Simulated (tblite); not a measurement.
# C2H6FO2Si2: the cost of one run

Programs: tblite 0.8.0 and PySCF 2.14.0, with density-fitted response routines of our own. Each step states its level of theory. These are calculated values for one molecule in the gas phase, unless marked as measured. Atoms are numbered from 0 throughout.

### 1 The starting structure

13 atoms, charge 0, multiplicity 2; geometry from: force field or distance geometry start.

Bonds of the start (Å): O0–Si1 1.65, Si1–O2 1.67, O2–C3 1.40, C3–Si4 1.85, C3–C5 1.35, C5–F6 1.34, O0–H7 0.98, Si1–H8 1.49, Si4–H9 1.49, Si4–H10 1.49, Si4–H11 1.49, C5–H12 1.09.

### 2 Geometry optimisation with GFN2-xTB

What the job is given:

```
{"job": {"kind": "relax", "xc": "GFN2-xTB", "basis": "xTB"}, "charge": 0, "multiplicity": 2}
O      2.098900     0.822800    -1.362300
Si     2.178900     0.017000     0.071700
O      0.783500     0.263500     0.946200
C     -0.401900    -0.369400     0.542300
Si    -1.520300     0.472600    -0.672900
C     -0.768400    -1.516600     1.151900
F     -1.906200    -2.164900     0.868600
H      1.893300     1.776900    -1.286200
H      3.314700     0.591800     0.844700
H     -2.849700     0.754700    -0.068100
H     -0.916300     1.766100    -1.100100
H     -1.700800    -0.379500    -1.883700
H     -0.210000    -2.034500     1.930300
```

Started as:

```sh
OMP_NUM_THREADS=1 python probes_run.py task.json out
```

The driver reads the jobs from task.json and runs them one after another.

**Question.** How long does this first job take on 1 thread of Arm Neoverse V1, shared host?

About 1.4 s.
